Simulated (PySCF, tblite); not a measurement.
# C5H17N3Si: geometry, infrared bands, NMR shifts and electronic excitations, part 2 of 2

tblite 0.8.0 and PySCF 2.14.0. Atoms count from 0. The steps go on from the part before.

### 5 NMR shieldings: PBE0/pcSseg-1

The job: settings as JSON, then the geometry in Å.

```
{"job": {"kind": "nmr", "xc": "PBE0", "basis": "pcSseg-1"}, "charge": 0, "multiplicity": 1}
C      3.230545    -0.015017    -0.884605
N      1.934350     0.138191    -0.279053
C      1.683985     1.445623     0.269577
Si     0.888231    -1.192886     0.093518
N     -0.753423    -0.767426    -0.267751
C     -1.104511    -0.339477    -1.601370
C     -1.855149    -1.063263     0.630416
C     -2.185278     0.082656     1.588924
N     -2.483377     1.367305     0.992988
H      4.060066     0.130493    -0.163468
H      3.379157     0.717121    -1.701590
H      3.338232    -1.021276    -1.315581
H      2.385708     1.708369     1.086754
H      1.774113     2.231336    -0.504733
H      0.662947     1.499233     0.676549
H      1.450045    -2.322202    -0.718404
H      0.839985    -1.605695     1.534836
H     -0.197303    -0.034173    -2.145867
H     -1.601247    -1.136490    -2.190387
H     -1.782706     0.531138    -1.588915
H     -2.748296    -1.317410     0.028873
H     -1.636013    -1.965045     1.229846
H     -3.033163    -0.221149     2.228485
H     -1.326949     0.215127     2.271277
H     -1.700331     1.669873     0.416605
H     -3.288393     1.299888     0.372558
```

With the program's defaults for keys left out, this is: GIAO PBE0/pcSseg-1 NMR shielding, non-relativistic, gas phase.

Log:

```text
coarse grid: 20784 points
cycle   1  E = -653.8019790018  dE =  7.288e-01  |g| = 5.115e-01  |ddm| = 4.334e+00
cycle   2  E = -653.7685708617  dE =  3.341e-02  |g| = 6.544e-01  |ddm| = 1.179e+00
cycle   3  E = -653.8645125445  dE = -9.594e-02  |g| = 7.945e-02  |ddm| = 7.226e-01
cycle   4  E = -653.8655864908  dE = -1.074e-03  |g| = 3.190e-02  |ddm| = 8.867e-02
cycle   5  E = -653.8657857877  dE = -1.993e-04  |g| = 8.295e-03  |ddm| = 2.895e-02
cycle   6  E = -653.8657989254  dE = -1.314e-05  |g| = 1.926e-03  |ddm| = 8.275e-03
cycle   7  E = -653.8657997154  dE = -7.899e-07  |g| = 5.068e-04  |ddm| = 2.096e-03
final grid: 192272 points
cycle   8  E = -653.9139571905  dE = -6.809e-05  |g| = 1.150e-02  |ddm| = 3.955e-02
cycle   9  E = -653.9139397288  dE =  1.746e-05  |g| = 1.446e-02  |ddm| = 2.429e-02
cycle  10  E = -653.9139893198  dE = -4.959e-05  |g| = 1.507e-03  |ddm| = 1.422e-02
cycle  11  E = -653.9139897689  dE = -4.491e-07  |g| = 3.263e-04  |ddm| = 1.450e-03
cycle  12  E = -653.9139897894  dE = -2.055e-08  |g| = 8.243e-05  |ddm| = 3.182e-04
cycle  13  E = -653.9139897909  dE = -1.511e-09  |g| = 2.742e-05  |ddm| = 1.315e-04
cycle  14  E = -653.9139897911  dE = -1.687e-10  |g| = 7.066e-06  |ddm| = 3.148e-05
converged SCF energy = -653.9139897911

GIAO shielding tensors (ppm)
atom      isotropic    diamagn.    paramagn.     s11        s22        s33       span
  0 C      145.193     239.737     -94.544    121.031    130.028    184.520     63.490
  1 N      239.572     331.306     -91.733    205.529    245.446    267.743     62.215
  2 C      147.602     247.982    -100.380    122.863    136.642    183.301     60.437
  3 Si     373.602     884.610    -511.008    328.289    366.259    426.258     97.969
  4 N      233.734     331.717     -97.983    203.078    226.526    271.598     68.520
  5 C      145.380     246.588    -101.208    122.313    131.419    182.408     60.094
  6 C      129.512     244.065    -114.553    111.744    124.899    151.892     40.148
  7 C      134.062     244.978    -110.917    112.902    138.852    150.431     37.529
  8 N      232.025     319.095     -87.070    204.441    230.617    261.017     56.576
  9 H       28.892      26.509       2.384     23.986     26.330     36.362     12.377
 10 H       28.854      27.719       1.134     24.052     26.547     35.962     11.909
 11 H       28.352      28.530      -0.178     23.754     26.894     34.407     10.653
 12 H       28.908      30.294      -1.386     24.812     25.891     36.021     11.209
 13 H       29.056      31.478      -2.422     25.456     26.208     35.504     10.048
 14 H       28.305      34.168      -5.863     22.239     29.175     33.501     11.262
 15 H       26.594      32.324      -5.731     22.646     25.697     31.438      8.792
 16 H       26.664      32.666      -6.003     22.800     25.903     31.288      8.489
 17 H       28.508      32.710      -4.201     23.424     28.478     33.624     10.201
 18 H       28.775      30.241      -1.465     24.011     25.957     36.358     12.347
 19 H       28.887      32.923      -4.035     23.302     28.715     34.645     11.344
 20 H       29.302      31.191      -1.889     24.467     28.769     34.669     10.202
 21 H       28.346      31.200      -2.854     23.199     28.043     33.797     10.597
 22 H       28.756      28.398       0.357     23.518     27.744     35.006     11.489
 23 H       28.677      31.060      -2.383     24.538     28.206     33.286      8.748
 24 H       30.143      35.911      -5.768     23.292     29.061     38.078     14.786
 25 H       31.693      31.427       0.266     26.123     28.053     40.904     14.781
```

It took 1.9 min on 1 thread of Arm Neoverse N1, shared host; peak memory 1.3 GiB.

The references, computed at this level on geometries of the same kind, shield at (ppm): ¹H TMS 31.27, ¹³C TMS 184.4, ²⁹Si TMS 352.0, ¹⁵N NH3 265.7. Their shielding less the atom's gives the shift. The references are single molecules in the gas phase, so shifts against H2O, NH3, PH3, H3PO4 or CFCl3 are not on the usual liquid scales and can be off by tens of ppm. Atoms listed in one row are averaged.

```tsv
atoms	environment	σ (ppm)	δ (ppm)	δ scaled to CDCl3
C6	sp3 CH2 bonded to N	129.5	54.9	52.8
C7	sp3 CH2 bonded to N	134.1	50.3	48.4
C5	methyl carbon bonded to N	145.4	39.0	37.4
C0, C2	methyl carbon bonded to N	146.4	38.0	36.4
H15, H16	hydrogen on a silicon bonded to 2 N	26.63	4.64	–
H22, H23	hydrogen on an sp3 CH2 bonded to N	28.72	2.55	2.63
H17, H18, H19	hydrogen on a methyl carbon bonded to N	28.72	2.54	2.63
H9, H10, H11, H12, H13, H14	hydrogen on a methyl carbon bonded to N	28.73	2.54	2.62
H20, H21	hydrogen on an sp3 CH2 bonded to N	28.82	2.44	2.53
H24, H25	hydrogen on an amine nitrogen	30.92	0.35	–
N8	amine nitrogen	232.0	33.6	–
N4	nitrogen bonded to 2 C, Si	233.7	31.9	–
N1	nitrogen bonded to 2 C, Si	239.6	26.1	–
Si3	silicon bonded to 2 N, 2 H	373.6	-21.6	–
```

The scaled column applies a straight-line fit of computed shieldings to shifts measured in CDCl3 (root-mean-square error 0.21 ppm for H, 2.0 ppm for C).

The run also stored atomic charges by several schemes (e):

```tsv
atoms	Mulliken	IAO	Hirshfeld	ESP fit
C0, C2	-0.08	-0.29	-0.07	-0.37
N1	-0.80	-0.50	-0.17	-0.08
Si3	0.89	0.96	0.38	0.45
N4	-0.81	-0.52	-0.17	-0.05
C5	-0.07	-0.29	-0.07	-0.35
C6	-0.01	-0.16	-0.03	-0.41
C7	-0.07	-0.15	-0.03	0.40
N8	-0.46	-0.57	-0.24	-1.01
```

Mayer bond orders: C0–N1 0.97, N1–C2 0.96, N1–Si3 0.95, Si3–N4 0.94, N4–C5 0.96, N4–C6 0.93, C6–C7 1.01, C7–N8 1.04.

### 6 Excited states and response: CAM-B3LYP/def2-SVPD

Same as in step 5 but for these lines:

```diff
@@ -1,2 +1,2 @@
-{"job": {"kind": "nmr", "xc": "PBE0", "basis": "pcSseg-1"}, "charge": 0, "multiplicity": 1}
+{"job": {"kind": "uv", "xc": "CAM-B3LYP", "basis": "def2-SVPD", "ip": true}, "charge": 0, "multiplicity": 1}
 C      3.230545    -0.015017    -0.884605
```

Method: TDDFT CAM-B3LYP/def2-SVPD, vertical, gas phase, core orbitals frozen in the response.

Log:

```text
coarse grid: 20784 points
cycle   1  E = -653.8566181301  dE =  8.654e-01  |g| = 4.733e-01  |ddm| = 8.793e+00
cycle   2  E = -653.8610475667  dE = -4.429e-03  |g| = 4.899e-01  |ddm| = 2.762e+00
cycle   3  E = -653.9116578160  dE = -5.061e-02  |g| = 5.985e-02  |ddm| = 1.253e+00
cycle   4  E = -653.9124157700  dE = -7.580e-04  |g| = 1.938e-02  |ddm| = 1.172e-01
cycle   5  E = -653.9124931506  dE = -7.738e-05  |g| = 7.613e-03  |ddm| = 9.676e-02
cycle   6  E = -653.9125053785  dE = -1.223e-05  |g| = 1.161e-03  |ddm| = 1.375e-02
cycle   7  E = -653.9125057370  dE = -3.585e-07  |g| = 4.146e-04  |ddm| = 7.908e-03
final grid: 192272 points
cycle   8  E = -654.0088705753  dE = -6.581e-05  |g| = 4.968e-03  |ddm| = 1.888e-01
cycle   9  E = -654.0088716865  dE = -1.111e-06  |g| = 4.752e-03  |ddm| = 3.045e-02
cycle  10  E = -654.0088769981  dE = -5.312e-06  |g| = 5.970e-04  |ddm| = 1.154e-02
cycle  11  E = -654.0088770699  dE = -7.172e-08  |g| = 2.579e-04  |ddm| = 1.658e-03
cycle  12  E = -654.0088770863  dE = -1.645e-08  |g| = 5.781e-05  |ddm| = 7.059e-04
cycle  13  E = -654.0088770873  dE = -9.743e-10  |g| = 1.433e-05  |ddm| = 1.693e-04
converged SCF energy = -654.0088770873

Static polarisability (au): isotropic 113.891, principal 104.561 109.214 127.899

Singlet excitations
state   eV       nm        f      main configurations
  1   5.8700    211.2   0.02149   H->L 0.72, H-1->L+1 0.10, H->L+1 0.09
  2   5.9629    207.9   0.00858   H-1->L 0.55, H->L+1 0.24, H-1->L+1 0.14
  3   6.3532    195.2   0.03011   H->L+2 0.28, H->L+1 0.28, H->L+6 0.09
  4   6.5553    189.1   0.03382   H->L+4 0.30, H-2->L 0.18, H-1->L+1 0.13
  5   6.5883    188.2   0.03241   H-1->L+4 0.25, H->L+3 0.14, H-1->L 0.12
  6   6.7295    184.2   0.01677   H->L+3 0.52, H->L+5 0.12
  7   6.8353    181.4   0.01784   H->L+2 0.20, H-1->L+1 0.14, H->L+5 0.13
  8   6.9606    178.1   0.01204   H->L+5 0.20, H->L+4 0.19, H->L+2 0.17
  9   6.9854    177.5   0.01957   H->L+5 0.19, H-1->L+5 0.15, H-1->L+2 0.12
 10   7.0605    175.6   0.04207   H-1->L+5 0.32, H-1->L+3 0.10, H->L+4 0.10

Triplet excitations (Tamm-Dancoff, eV): 5.7258 5.8165 6.1038 6.2559
Vertical ionisation energy (delta-SCF) = 8.0389 eV
```

It took 26 min on 1 thread of Arm Neoverse N1, shared host; peak memory 1.8 GiB.

Frontier orbitals and where they lie:

```tsv
orbital	eV	atoms
HOMO−3	-10.73	Si3 34 %, H16 22 %, H15 18 %
HOMO−2	-8.67	N8 52 %, N4 16 %, C7 6 %
HOMO−1	-7.75	N1 46 %, C0 8 %, C2 8 %
HOMO	-7.50	N4 34 %, N8 10 %, N1 9 %
LUMO	1.16	Si3 12 %, C5 10 %, C2 9 %
LUMO+1	1.52	C0 12 %, Si3 10 %, C6 8 %
LUMO+2	1.83	Si3 24 %, H21 10 %, H16 8 %
```

With each of the 10 states as a Gaussian band of 0.4 eV half-width at 1/e, the curve within the window shown has maxima at 184 nm (ε 5,900) L/(mol cm). Beyond the last state computed it falls off for lack of states. The curve at chosen wavelengths:

(nm, ε (L/mol/cm)): (168, 1722), (171, 2866), (173, 3664), (176, 4723), (179, 5467), (181, 5758), (184, 5897), (186, 5805), (189, 5425), (192, 4823), (194, 4354), (197, 3639), (200, 3001), (202, 2646), (205, 2217), (208, 1882), (210, 1689), (213, 1417), (216, 1153), (218, 983), (221, 744), (223, 601), (226, 419), (229, 278), (231, 206), (234, 126)

Further results of this job:

```tsv
property	computed
dipole moment (D)	1.33
polarisability (Å³)	16.88
HOMO–LUMO gap (eV)	8.66
−ε(HOMO) (eV)	7.50
```

### 7 Shielding tensors: HF/pcSseg-1

Same as in step 6 but for these lines:

```diff
@@ -1,2 +1,2 @@
-{"job": {"kind": "uv", "xc": "CAM-B3LYP", "basis": "def2-SVPD", "ip": true}, "charge": 0, "multiplicity": 1}
+{"job": {"kind": "nmr", "xc": "HF", "basis": "pcSseg-1", "pop": false}, "charge": 0, "multiplicity": 1}
 C      3.230545    -0.015017    -0.884605
```

Level: GIAO HF/pcSseg-1 NMR shielding, non-relativistic, gas phase.

Log:

```text
final grid: 192272 points
cycle   1  E = -651.3432291392  dE =  1.478e+00  |g| = 5.537e-01  |ddm| = 4.262e+00
cycle   2  E = -651.4402307022  dE = -9.700e-02  |g| = 1.752e-01  |ddm| = 6.188e-01
cycle   3  E = -651.4485755294  dE = -8.345e-03  |g| = 6.671e-02  |ddm| = 1.921e-01
cycle   4  E = -651.4498397704  dE = -1.264e-03  |g| = 9.789e-03  |ddm| = 7.566e-02
cycle   5  E = -651.4498721994  dE = -3.243e-05  |g| = 3.161e-03  |ddm| = 1.648e-02
cycle   6  E = -651.4498764583  dE = -4.259e-06  |g| = 9.521e-04  |ddm| = 5.524e-03
cycle   7  E = -651.4498769948  dE = -5.365e-07  |g| = 3.536e-04  |ddm| = 2.065e-03
cycle   8  E = -651.4498770929  dE = -9.811e-08  |g| = 1.105e-04  |ddm| = 1.001e-03
cycle   9  E = -651.4498771009  dE = -8.013e-09  |g| = 3.416e-05  |ddm| = 2.925e-04
cycle  10  E = -651.4498771015  dE = -5.386e-10  |g| = 8.519e-06  |ddm| = 6.656e-05
converged SCF energy = -651.4498771015

GIAO shielding tensors (ppm)
atom      isotropic    diamagn.    paramagn.     s11        s22        s33       span
  0 C      155.370     235.681     -80.311    135.601    140.981    189.529     53.928
  1 N      262.538     333.549     -71.011    229.609    267.624    290.381     60.771
  2 C      157.449     244.183     -86.734    137.332    146.736    188.280     50.948
  3 Si     417.510     880.181    -462.671    379.537    411.060    461.933     82.397
  4 N      258.557     334.386     -75.829    227.651    253.880    294.142     66.491
  5 C      156.013     242.441     -86.428    137.394    142.779    187.866     50.472
  6 C      141.580     239.051     -97.470    127.361    136.479    160.902     33.541
  7 C      145.825     240.776     -94.951    127.963    150.073    159.438     31.475
  8 N      240.561     319.151     -78.590    217.042    237.392    267.248     50.206
  9 H       29.473      26.895       2.578     24.423     26.719     37.276     12.853
 10 H       29.407      27.737       1.670     24.454     26.955     36.813     12.359
 11 H       28.955      28.235       0.720     23.826     27.566     35.473     11.647
 12 H       29.464      30.833      -1.369     25.062     26.395     36.936     11.874
 13 H       29.572      31.608      -2.036     25.897     26.421     36.399     10.502
 14 H       29.025      33.342      -4.316     22.479     29.725     34.872     12.393
 15 H       27.626      32.593      -4.967     23.496     26.696     32.686      9.190
 16 H       27.712      32.726      -5.014     23.736     26.912     32.487      8.752
 17 H       29.169      32.189      -3.020     23.574     29.231     34.702     11.128
 18 H       29.384      30.653      -1.268     24.512     26.325     37.316     12.803
 19 H       29.578      32.651      -3.074     23.944     29.300     35.489     11.545
 20 H       29.818      31.283      -1.465     24.834     29.056     35.565     10.731
 21 H       29.179      31.099      -1.919     23.773     28.532     35.233     11.460
 22 H       29.415      28.999       0.416     23.917     28.026     36.302     12.385
 23 H       29.273      30.435      -1.162     25.198     28.521     34.099      8.901
 24 H       30.575      35.652      -5.077     23.270     29.217     39.238     15.968
 25 H       31.870      31.582       0.288     26.055     27.814     41.742     15.687
```

It took 54 s on 1 thread of Arm Neoverse N1, shared host; peak memory 1.1 GiB.

In short: δ C6 49.3, C7 45.0, C5 34.8, C0 34.4, H15 4.02, H9 2.37 ppm (means over like atoms).

### 8 Run by run: NMR shifts

Shifts (ppm) of some atoms, chosen among heavy atoms and hydrogens apart, means over like atoms, with basis size and wall time:

```tsv
run	C6	C7	H15	H20	N8	N4	N1	functions	time
PBE0/pcSseg-1	54.9	50.3	4.64	2.44	33.6	31.9	26.1	245	1.9 min
HF/pcSseg-1	49.3	45.0	4.02	2.19	25.2	7.2	3.2	245	54 s
```

### 9 What came out

The summary covers parts 1 to 2.

| quantity | value |
| --- | --- |
| strongest single infrared mode (GFN2-xTB) | 2166 cm⁻¹, 490 km/mol |
| zero-point energy (GFN2-xTB) | 139.9 kcal/mol |
| point group | C1 |
| rotational constants (main isotopes) | 2.13, 0.78, 0.70 GHz |
| ¹³C shifts against TMS (PBE0/pcSseg-1, means over atoms taken as alike) | 54.9, 50.3, 39.0, 38.0 ppm |
| ¹H shifts against TMS (PBE0/pcSseg-1, means over atoms taken as alike) | 4.64, 2.55, 2.54, 2.54, 2.44, 0.35 ppm |
| ¹⁵N shifts against NH3 (PBE0/pcSseg-1) | 33.6, 31.9, 26.1 ppm |
| ²⁹Si shifts against TMS (PBE0/pcSseg-1) | -21.6 ppm |
| lowest singlet (CAM-B3LYP/def2-SVPD) | 5.87 eV (211 nm), f = 0.021 |
| brightest single state of those computed | state 10, 7.06 eV, f = 0.042 |
| lowest triplet | 5.73 eV |
| vertical ionisation energy (ΔSCF) | 8.04 eV |
| range of the shift of N4 | 7.2 to 31.9 ppm |

What this shows: Over 281 steps the energy fell by 1.627 eV; of the close pairs, Si3–N4 changed most, 1.803 to 1.719 Å (GFN2-xTB). All 72 modes are real, so the xTB geometry is a minimum. The strongest single mode, at 2166 cm⁻¹, moves mainly H15 and H16. Unscaled tight-binding wavenumbers are off by several per cent, some by more. Its intensities can rank the bands wrongly. Over 10 steps the energy fell by 0.290 eV; of the close pairs, Si3–H15 changed most, 1.447 to 1.500 Å (PBE0/def2-SVP). No frequency check was run at this level, so the end point may be a saddle. At PBE0/pcSseg-1: The widest tensor belongs to Si3: span 98 ppm, with a paramagnetic part of -511 ppm. The first singlet state (HOMO→LUMO 0.72, HOMO−1→LUMO+1 0.10) lies at 5.87 eV and is weak; of the 10 states computed, the strongest absorption comes from state 10 at 7.06 eV (the last computed, so partners may be missing). The lowest triplet lies 0.14 eV below the lowest singlet (triplets in Tamm-Dancoff, singlets in full TDDFT). The orbital energy would give 7.50 eV for ionisation, ΔSCF gives 8.04 eV. Across the 2 runs the shift of N4 moves most, between 7.2 (HF/pcSseg-1) and 31.9 ppm (PBE0/pcSseg-1).
